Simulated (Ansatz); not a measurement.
**C₂H₉NOSi: how energies converge with the basis set**

The task here is to estimate one member of a computed series from the others.

Method: one geometry, several basis sets; program: Ansatz 0.2.0, Gaussian basis.

Levels to be run: PBE0-D4/def2-SVP; ωB97M-V/def2-SVP; PBE0-D4/def2-QZVPP; ωB97M-V/def2-QZVPP; the functionals' def2-TZVPP values are taken from earlier runs.

## Structure used throughout

All runs share one geometry, relaxed beforehand with PBE0-D4 in a triple-zeta def2 set.

SMILES `COCN[SiH3]`, 14 atoms, charge 0, spin multiplicity 1.

Atoms are counted from 1 here; the program's logs count them from 0.

Bond lengths: C1–O2 1.401 Å, C1–H6 1.090 Å, C1–H7 1.097 Å, C1–H8 1.100 Å, O2–C3 1.410 Å, C3–N4 1.430 Å, C3–H9 1.099 Å, C3–H10 1.093 Å, N4–Si5 1.727 Å, N4–H11 1.007 Å, Si5–H12 1.486 Å, Si5–H13 1.491 Å, Si5–H14 1.486 Å. Angles: O2–C1–H6 107.4°, O2–C1–H7 112.1°, O2–C1–H8 111.3°, H6–C1–H7 108.5°, H6–C1–H8 108.8°, H7–C1–H8 108.6°, C1–O2–C3 113.4°, O2–C3–N4 115.5°, O2–C3–H9 109.6°, O2–C3–H10 104.4°, N4–C3–H9 108.9°, N4–C3–H10 109.5°, H9–C3–H10 108.8°, C3–N4–Si5 122.4°, C3–N4–H11 114.6°, Si5–N4–H11 118.3°, N4–Si5–H12 107.4°, N4–Si5–H13 115.4° and more.

The first run:

File in.yaml:

```yaml
crystal:
  periodic: [false, false, false]
  atoms:
    - {symbol: C, position_ang: [-0.796521, 1.843291, 0.050161]}
    - {symbol: O, position_ang: [0.291573, 1.234090, 0.689676]}
    - {symbol: C, position_ang: [0.014863, -0.071334, 1.144874]}
    - {symbol: N, position_ang: [-0.219191, -1.043354, 0.121789]}
    - {symbol: Si, position_ang: [1.000016, -1.507819, -1.009805]}
    - {symbol: H, position_ang: [-0.502716, 2.864375, -0.192246]}
    - {symbol: H, position_ang: [-1.068902, 1.328447, -0.879588]}
    - {symbol: H, position_ang: [-1.679281, 1.874635, 0.705737]}
    - {symbol: H, position_ang: [-0.851791, -0.049459, 1.820723]}
    - {symbol: H, position_ang: [0.901216, -0.351700, 1.718854]}
    - {symbol: H, position_ang: [-1.184409, -1.142463, -0.148397]}
    - {symbol: H, position_ang: [2.252088, -1.737700, -0.243841]}
    - {symbol: H, position_ang: [1.290271, -0.512023, -2.080473]}
    - {symbol: H, position_ang: [0.539887, -2.758087, -1.668663]}
basis:
  gaussian: {orbitals: def2-SVP}
hamiltonian: {xc: pbe0, dispersion: d4}
output: {orbitals: {seedname: orbitals}}
```

Started as:

```
ansatz run in.yaml --threads 4 --pin off --events-out ev --progress --plain --max-ram 10444MiB
```

Among the steps run: PBE0-D4 in def2-SVP; ωB97M-V in def2-SVP; PBE0-D4 in def2-QZVPP; ωB97M-V in def2-QZVPP.

One table of the session follows, with a row left open; its other results are not shown here.

It belongs to the step «Functionals by basis». 

| functional | basis | HOMO (eV) | LUMO (eV) |
| --- | --- | --- | --- |
| PBE0-D4 | def2-SVP | ? | ? |
| PBE0-D4 | def2-TZVPP | -7.29 | 0.46 |
| PBE0-D4 | def2-QZVPP | -7.32 | 0.19 |
| ωB97M-V | def2-SVP | -9.48 | 2.83 |
| ωB97M-V | def2-TZVPP | -9.64 | 2.00 |
| ωB97M-V | def2-QZVPP | -9.67 | 1.44 |

Estimate the missing values for PBE0-D4, def2-SVP.

The run gave: HOMO (eV): -7.15; LUMO (eV): 1.04. In the column «HOMO (eV)» it is the highest.
